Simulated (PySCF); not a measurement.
# [Hg(H2S)2]2+: other functionals and bases at one geometry

The task here is to estimate one member of a computed series from the others.

The runs use PySCF 2.14.0; several levels, as the steps say, no spin–orbit coupling.

3 further runs of the same task are left out: 2 for a known fault of the program, 1 that didn't finish.

## The starting structure

7 atoms, charge 2, spin multiplicity 1.

Bond lengths: Hg1–S2 2.503 Å, Hg1–S5 2.503 Å, S2–H3 1.380 Å, S2–H4 1.380 Å, S5–H6 1.380 Å, S5–H7 1.380 Å. Angles: S2–Hg1–S5 178.6°, Hg1–S2–H3 97.3°, Hg1–S2–H4 97.3°, H3–S2–H4 93.6°, Hg1–S5–H6 97.3°, Hg1–S5–H7 97.3°, H6–S5–H7 93.6°.

Geometry (Å):

```xyz
7

Hg   -0.0114    0.0000    0.0000
S     0.0187   -0.1564    2.4976
H     0.8351    0.9313    2.7310
H    -1.1413    0.5533    2.7317
S     0.0187    0.1564   -2.4976
H     0.8351   -0.9313   -2.7310
H    -1.1413   -0.5533   -2.7317
```

Formal oxidation states: Hg +2. An earlier session relaxed this geometry at PBE, Hg def2-SVP with ECP60, S def2-SVP, H def2-SVP (singlet, point group C2).

At PBE on the finer grid: E = -951.004349 Eh, HOMO -18.35 eV, LUMO -14.20 eV, Mulliken charge on Hg1 +0.67 e, largest force component 0.005 eV/Å. 

Levels to run: BP86; r2SCAN; TPSS; B3LYP; PBE, TZVP; PBE, x2c-SVP. Hardware: 2 threads of Arm Neoverse V1, shared host.

Set-up of the first run:

run.py (the lines that set the calculation) reads:

```python
mol = gto.M(atom='''
Hg    -0.01139     0.00000     0.00000
S      0.01867    -0.15642     2.49756
H      0.83514     0.93131     2.73101
H     -1.14129     0.55325     2.73170
S      0.01867     0.15642    -2.49756
H      0.83514    -0.93131    -2.73101
H     -1.14129    -0.55325    -2.73170''',
    basis={'Hg': 'def2-SVP', 'S': 'def2-SVP', 'H': 'def2-SVP'},
    ecp={'Hg': 'def2-SVP'},
    charge=2, spin=0)
mf = dft.RKS(mol, xc='B88,P86')
mf.grids.atom_grid = (75, 302)
mf = mf.density_fit()  # fitting sets: Hg def2-universal-JKFIT, S def2-universal-JKFIT, H def2-universal-JKFIT
mf.conv_tol = 1e-08; mf.max_cycle = 55
mf.kernel(dm0)  # dm0: the density of the relaxed state
```

Started as:

```console
$ OMP_NUM_THREADS=2 python run.py
```

Among the steps run: BP86; r2SCAN; TPSS; B3LYP; PBE, TZVP; PBE, x2c-SVP.

One of the session's tables, all rows but one given; the rest of the session is left out.

| level | HOMO (eV) | gap (eV) | charge on Hg1 (e) | dipole (D) | largest force component (eV/Å) |
| --- | --- | --- | --- | --- | --- |
| PBE (relaxed here) | -18.35 | 4.15 | 0.67 | 0.57 | 0.00 |
| BP86 | -18.47 | 4.13 | 0.67 | 0.57 | 0.02 |
| r2SCAN | -18.62 | 4.50 | 0.74 | 0.60 | 0.39 |
| TPSS | -18.44 | 4.32 | 0.71 | 0.57 | 0.31 |
| B3LYP | -19.15 | 5.57 | 0.70 | 0.56 | 0.40 |
| PBE, TZVP | ? | ? | ? | ? | ? |
| PBE, x2c-SVP | -18.39 | 4.13 | 0.56 | 0.55 | 0.16 |

Estimate the missing values for PBE, TZVP.

**Answer.** HOMO (eV): -18.30; gap (eV): 4.26; charge on Hg1 (e): 0.72; dipole (D): 0.48; largest force component (eV/Å): 0.19. In the column «HOMO (eV)» it is the highest.

The dipole of a charged species depends on the origin, so these sizes hold for this origin alone.

In one basis the HOMO–LUMO gap runs from 4.13 eV (BP86) to 5.57 eV (B3LYP). The largest leftover force, 0.40 eV/Å with B3LYP, stands at a geometry relaxed at another level. Total energies of different levels can't be compared.
